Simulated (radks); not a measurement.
# In³⁺ in [Ar] 3d10 4s1 4p6 4d10 4f1: an all-electron calculation

The task here is to estimate one member of a computed series from the others.

Program: radks (a radial shooting solver on a logarithmic mesh, Libxc functionals) version 1. Level of theory: Dirac Kohn-Sham, PBE, spin-unpolarised, spherical densities, finite nucleus; open shells are shared between the two j in proportion to 2j + 1. These are calculated values, not measurements, unless marked.

### What is computed

```
element            : indium (Z = 49)
charge             : +3
electrons          : 46
configuration      : [Ar] 3d10 4s1 4p6 4d10 4f1
nuclear rms radius : 4.6156 fm
```

Outer shells as boxes (Hund's rule):

In³⁺
```
[Ar] core
3d [↑↓][↑↓][↑↓][↑↓][↑↓]
4s [↑ ]
4p [↑↓][↑↓][↑↓]
4d [↑↓][↑↓][↑↓][↑↓][↑↓]
4f [↑ ][  ][  ][  ][  ][  ][  ]
```

Set-up of the first run:

The run's settings:

```text
Z 49
configuration [Ar] 3d10 4s1 4p6 4d10 4f1
relativity Dirac
functional pbe,pbe
spin unpolarised
j_filling average
nucleus finite rms 4.6156 fm
c 137.035999084
```

One of the session's tables, all rows but one given; the rest of the session is left out.

It belongs to the step «Orbitals and density». Radial moments (bohr):

| level | <r> | outermost maximum (interpolated) | 90 % within | nodes |
| --- | --- | --- | --- | --- |
| 1s1/2 | 0.02971 | 0.0192 | 0.0534 | 0 |
| 2s1/2 | 0.1281 | 0.109 | 0.198 | 1 |
| 2p1/2 | 0.1084 | 0.0838 | 0.178 | 0 |
| 2p3/2 | 0.1137 | 0.0883 | 0.185 | 0 |
| 3s1/2 | 0.3482 | 0.316 | 0.513 | 2 |
| 3p1/2 | 0.3393 | 0.302 | 0.511 | 1 |
| 3p3/2 | 0.3503 | 0.312 | 0.527 | 1 |
| 3d3/2 | 0.3221 | 0.257 | 0.508 | 0 |
| 3d5/2 | 0.3256 | 0.259 | 0.513 | 0 |
| 4s1/2 | ? | ? | ? | ? |
| 4p1/2 | 0.8894 | 0.796 | 1.31 | 2 |
| 4p3/2 | 0.9177 | 0.820 | 1.35 | 2 |
| 4d3/2 | 1.095 | 0.908 | 1.68 | 1 |
| 4d5/2 | 1.107 | 0.917 | 1.70 | 1 |
| 4f5/2 | 3.626 | 3.27 | 5.66 | 0 |
| 4f7/2 | 3.631 | 3.27 | 5.66 | 0 |

Estimate the missing values for 4s1/2.

The run gave: <r>: 0.8411; outermost maximum (interpolated): 0.768; 90 % within: 1.22; nodes: 3. In the column «<r>» it lies between 3p3/2 (0.3503) and 4p1/2 (0.8894).
